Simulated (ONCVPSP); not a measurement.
# Ta: the cost of one run

Method: ONCVPSP 4.0.1.1 (patched build), PBE, scalar-relativistic.

## 1. The design

Typed settings, in words:

```json
{
 "element": "tantalum (Ta, Z = 73)",
 "type": "optimised norm-conserving Vanderbilt (ONCV)",
 "frozen core": "[Kr] 4d10 4f14",
 "valence charge": "13",
 "reference configuration": "5s2 5p6 5d3 6s2",
 "partial waves": "5s+6s: rc 1.66 bohr, ncon 5, nbas 9, qcut 5 1/bohr, 2 projectors; 5p: rc 1.48 bohr, ncon 5, nbas 9, qcut 5.9 1/bohr, 2 projectors, debl 0.6 Ha; 5d: rc 1.70 bohr, ncon 3, nbas 8, qcut 5.5 1/bohr, 2 projectors, debl 2 Ha",
 "local potential": "polynomial inside 1.24 bohr (lpopt 5, dvloc0 1 Ha)",
 "core correction": "Teter function, fcfact 1.5, rcfact 1.2"
}
```

The nodes and maxima of the atom's own shells, from an earlier all-electron run, set the scale for the radii.

All-electron outer shells of the reference configuration (PBE, scalar-relativistic, ld1.x):

```json
{"shell": "5s", "level (eV)": "-73.00", "outermost node (bohr)": "0.54", "outermost maximum (bohr)": "0.98"}
{"shell": "5p", "level (eV)": "-39.40", "outermost node (bohr)": "0.58", "outermost maximum (bohr)": "1.13"}
{"shell": "4f", "level (eV)": "-24.70", "outermost node (bohr)": "–", "outermost maximum (bohr)": "0.44"}
{"shell": "6s", "level (eV)": "-5.44", "outermost node (bohr)": "1.32", "outermost maximum (bohr)": "2.78"}
{"shell": "5d", "level (eV)": "-3.59", "outermost node (bohr)": "0.65", "outermost maximum (bohr)": "1.58"}
{"shell": "6p", "level (eV)": "-1.39", "outermost node (bohr)": "1.60", "outermost maximum (bohr)": "3.89"}
```

## 2. Generating the potential

The input, Ta.dat:

```
# ATOM AND REFERENCE CONFIGURATION
# atsym  z   nc   nv     iexc    psfile
  Ta 73.00   10    4        4      upf
#
#   n    l    f
    1    0    2.00
    2    0    2.00
    2    1    6.00
    3    0    2.00
    3    1    6.00
    3    2   10.00
    4    0    2.00
    4    1    6.00
    4    2   10.00
    4    3   14.00
    5    0    2.00
    5    1    6.00
    5    2    3.00
    6    0    2.00
#
# PSEUDOPOTENTIAL AND OPTIMIZATION
# lmax
    2
#
#   l,   rc,      ep,       ncon, nbas, qcut
    0    1.66    0.00    5    9    5.00
    1    1.48    0.00    5    9    5.90
    2    1.70    0.00    3    8    5.50
#
# LOCAL POTENTIAL
# lloc, lpopt,  rc(5),   dvloc0
    4    5    1.24    1.00
#
# VANDERBILT-KLEINMAN-BYLANDER PROJECTORs
# l, nproj, debl
    0    2    1.80
    1    2    0.60
    2    2    2.00
#
# MODEL CORE CHARGE
# icmod, fcfact, rcfact
    3    1.50    1.20
#
# LOG DERIVATIVE ANALYSIS
# epsh1, epsh2, depsh
   -4.00    5.00    0.02
#
# OUTPUT GRID
# rlmax, drl
    6.00    0.01
#
# TEST CONFIGURATIONS
# ncnf
    4
# nvcnf
#   n    l    f
    4
    5    0    2.00
    5    1    6.00
    5    2    3.00
    6    0    1.00
#
    4
    5    0    2.00
    5    1    6.00
    5    2    3.00
    6    0    0.00
#
    4
    5    0    2.00
    5    1    6.00
    5    2    2.00
    6    0    0.00
#
    4
    5    0    2.00
    5    1    6.00
    5    2    4.00
    6    0    0.00
#
```

Run with:

```sh
$ oncvpsp.x < Ta.dat > Ta.out
```

**Question.** How long does this run take on 1 thread of Neoverse-N1, shared host?

About 7.1 s.
